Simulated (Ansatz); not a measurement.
Ni, space group P6_3/mmc: a scan of the energy under strain, run with the Ansatz DFT code, driven from Python.

Script `ni.py`:
```python
# -*- coding: utf-8 -*-
"""A uniaxial strain scan of Ni."""

import warnings

import ansatz as az
import numpy as np

VECTORS = np.array([
    [2.448023, 0.0, 0.0],
    [-1.224011, 2.12005, 0.0],
    [0.0, 0.0, 4.072808],
])
SITES = [
    ("Ni", [1 / 3, 2 / 3, 0.25], 1.0),
    ("Ni", [2 / 3, 1 / 3, 0.75], -1.0),
]


def crystal_on(cell):
    crystal = az.Crystal(lattice=az.Lattice.of(cell))
    for symbol, position, moment in SITES:
        crystal = crystal.atom(symbol, position, moment=moment or None)
    return crystal


def main():
    warnings.simplefilter("ignore", az.DeckWarning)

    # clamped ions: the fractional positions stay as typed
    values = np.linspace(-0.05, 0.05, 7)
    energies = []
    for d in values:
        strain = np.diag([0, 0, d])
        cell = VECTORS @ (np.eye(3) + strain)
        job = crystal_on(cell).calculation()
        job = job.functional("lda").basis(450)
        job = job.occupations("fermi_dirac", width=0.05)
        job = job.spin("collinear").kpoints(16, 16, 9)
        job = job.stress()
        report = job.run().report
        energies.append(report["free_energy_ev"] / len(SITES))
        s = report["stress_gpa"]
        print(f"d = {d:+.4f}  stress xx yy zz xy (GPa, compression positive): {s[0][0]:8.3f} {s[1][1]:8.3f} {s[2][2]:8.3f} {s[0][1]:8.3f}")
    energies = np.array(energies)

    for value, e in zip(values, energies):
        print(f"strain {value:7.3f}   E - Emin = {1000 * (e - energies.min()):9.3f} meV/atom")
    np.savetxt("strain.csv", np.column_stack([values, energies]), fmt="%.6f", delimiter=",", header="strain,energy_eV_per_atom")
    curvature = 2 * np.polyfit(values, energies, 3)[1]
    volume = abs(np.linalg.det(VECTORS)) / len(SITES)
    print(f"d2E/dd2 over the volume: {curvature / volume * 160.21766:.1f} GPa")


if __name__ == "__main__":
    main()
```

How much energy does this uniaxial strain cost, and what curvature follows?

Against the unstrained cell the energy per atom changes by -10.90 meV at one end of the scan and +66.74 meV at the other, and its second derivative over the volume is 338.8 GPa.

The output:

Output of `python ni.py`:
```text
RunWarning: the starting moments were not kept: 1 of 2 ended reversed and 1 kept their direction, counting a site from 0.1 of the cell's largest site moment. The largest reversed, site 1 (counted [...]
d = -0.0500  stress xx yy zz xy (GPa, compression positive):   -2.522   -2.522    7.429    0.000
d = -0.0333  stress xx yy zz xy (GPa, compression positive):   -5.513   -5.513   -0.147    0.000
d = -0.0167  stress xx yy zz xy (GPa, compression positive):   -8.071   -8.071   -6.867    0.000
d = +0.0000  stress xx yy zz xy (GPa, compression positive):  -10.231  -10.231  -12.825   -0.000
d = +0.0167  stress xx yy zz xy (GPa, compression positive):  -12.036  -12.036  -18.087    0.000
d = +0.0333  stress xx yy zz xy (GPa, compression positive):  -13.537  -13.537  -22.698   -0.000
d = +0.0500  stress xx yy zz xy (GPa, compression positive):  -14.788  -14.788  -26.697    0.000
strain  -0.050   E - Emin =     3.922 meV/atom
strain  -0.033   E - Emin =     0.000 meV/atom
strain  -0.017   E - Emin =     3.932 meV/atom
strain   0.000   E - Emin =    14.821 meV/atom
strain   0.017   E - Emin =    31.876 meV/atom
strain   0.033   E - Emin =    54.353 meV/atom
strain   0.050   E - Emin =    81.562 meV/atom
d2E/dd2 over the volume: 338.8 GPa
```
(Warnings from the package without file and line, shortened, repeats left out.)

File `strain.csv` afterwards:
```csv
# strain,energy_eV_per_atom
-0.050000,-5773.351380
-0.033333,-5773.355303
-0.016667,-5773.351370
0.000000,-5773.340482
0.016667,-5773.323427
0.033333,-5773.300950
0.050000,-5773.273740
```

Caveats:
- Total energies depend on the potentials; only differences at equal settings carry meaning.
- The SCF didn't keep the moments it started from (some shrank, vanished or turned); what is printed is the state reached.
- The curvature belongs to this strain pattern and to the cell's stress; it equals a single elastic constant only for simple patterns.
- In a metal a curvature from energy changes of a few meV or less hangs on mesh and smearing, in size and even in sign.
- At these settings the cell as given stands under about -11 GPa, so it isn't at this functional's equilibrium volume.
- This isn't the structure that Ni takes at ambient conditions.
- The ions keep their fractional positions (clamped ions).
- The script silences the warnings on its input, which a real study should read.
- Finished in 3.9 min on 1 thread of Arm Neoverse V1, with other jobs on the host, peak memory 0.54 GiB.
